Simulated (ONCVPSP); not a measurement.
# Pseudopotential generation for Pm: ONCV, LDA (Perdew-Wang 92)

Task: generate the file, and judge it by its errors in other configurations, its logarithmic derivatives, its ghosts and its cutoff.

Method: ONCVPSP 4.0.1, LDA (Perdew-Wang 92), scalar-relativistic.

### 1 Settings

The settings as typed:

```json
{
  "element": "promethium (Pm, Z = 61)",
  "type": "optimised norm-conserving Vanderbilt (ONCV)",
  "frozen core": "[Kr] 4d10 4f4",
  "valence charge": "11",
  "reference configuration": "5s2 5p6 5d1.5 6s1.5",
  "partial waves": "5s+6s: rc 2.70 bohr, ncon 3, nbas 7, qcut 4 1/bohr, 3 projectors, debl 3.4 Ha; 5p: rc 2.60 bohr, ncon 3, nbas 7, qcut 6.3 1/bohr, 2 projectors, debl 3.7 Ha; 5d: rc 3.95 bohr, ncon 3, nbas 8, qcut 4.4 1/bohr, 2 projectors, debl 1.1 Ha; f scattering state at 0.16 Ha: rc 4.00 bohr, ncon 4, nbas 8, qcut 2.6 1/bohr, 2 projectors, debl 3.6 Ha",
  "local potential": "polynomial inside 2.35 bohr (lpopt 5, dvloc0 3 Ha)",
  "core correction": "not asked for"
}
```

An earlier all-electron run gives the scale for the radii.

All-electron outer shells of the reference configuration (LDA (PZ), scalar-relativistic, ld1.x):

| shell | level (eV) | outermost node (bohr) | outermost maximum (bohr) |
| --- | --- | --- | --- |
| 5s | -44.52 | 0.70 | 1.27 |
| 5p | -24.66 | 0.75 | 1.44 |
| 4f | -6.88 | – | 0.62 |
| 6s | -3.82 | 1.70 | 3.54 |
| 5d | -2.50 | 0.85 | 2.09 |
| 6p | -1.27 | 2.04 | 4.84 |

### 2 The generation run

Input file Pm.dat:

```
# ATOM AND REFERENCE CONFIGURATION
# atsym  z   nc   nv     iexc    psfile
  Pm 61.00   10    4  -001012      upf
#
#   n    l    f
    1    0    2.00
    2    0    2.00
    2    1    6.00
    3    0    2.00
    3    1    6.00
    3    2   10.00
    4    0    2.00
    4    1    6.00
    4    2   10.00
    4    3    4.00
    5    0    2.00
    5    1    6.00
    5    2    1.50
    6    0    1.50
#
# PSEUDOPOTENTIAL AND OPTIMIZATION
# lmax
    3
#
#   l,   rc,      ep,       ncon, nbas, qcut
    0    2.70    0.00    3    7    4.00
    1    2.60    0.00    3    7    6.30
    2    3.95    0.00    3    8    4.40
    3    4.00    0.16    4    8    2.60
#
# LOCAL POTENTIAL
# lloc, lpopt,  rc(5),   dvloc0
    4    5    2.35    3.00
#
# VANDERBILT-KLEINMAN-BYLANDER PROJECTORs
# l, nproj, debl
    0    3    3.40
    1    2    3.70
    2    2    1.10
    3    2    3.60
#
# MODEL CORE CHARGE
# icmod, fcfact, rcfact
    0    0.00    0.00
#
# LOG DERIVATIVE ANALYSIS
# epsh1, epsh2, depsh
   -3.00    5.00    0.02
#
# OUTPUT GRID
# rlmax, drl
    6.00    0.01
#
# TEST CONFIGURATIONS
# ncnf
    4
# nvcnf
#   n    l    f
    4
    5    0    2.00
    5    1    6.00
    5    2    1.00
    6    0    2.00
#
    4
    5    0    2.00
    5    1    6.00
    5    2    1.00
    6    0    1.00
#
    4
    5    0    2.00
    5    1    6.00
    5    2    1.00
    6    0    0.00
#
    4
    5    0    2.00
    5    1    6.00
    5    2    2.00
    6    0    0.00
#
```

Command:

```sh
$ oncvpsp.x < Pm.dat > Pm.out
```

**Question.** What will these runs give? Wanted: cutoffs for 1 and 0.1 mHa per electron, occupied waves; bound ghosts; GHOST(+) flags; largest test error; largest phase difference near zero energy, channels read.

The runs gave:

| quantity | value |
| --- | --- |
| cutoffs for 1 and 0.1 mHa per electron, occupied waves | 6.1 Ha and 12 Ha |
| bound ghosts | none found |
| GHOST(+) flags | f at 108 eV |
| largest test error (AE − PS) | -4.7 meV, for 5s2 5p6 5d1 6s0 |
| largest phase difference near zero energy, channels read | 0.025 rad |

In words: By total energies transferability is very good: the largest error is 4.7 meV on 17.8 eV, for 5s2 5p6 5d1 6s0. It counts as soft on the atom at that tolerance, with 6.1 Ha needed at the looser tolerance. No bound ghost shows below the valence levels. Near zero energy the phases of the channels with partial waves agree within 0.025 rad. The program also flags highly localised states, GHOST(+) (f). Note that the frozen 4f shell (-7 eV) lies higher than the valence 5s shell (-45 eV). All of this concerns the isolated atom, not yet a solid.
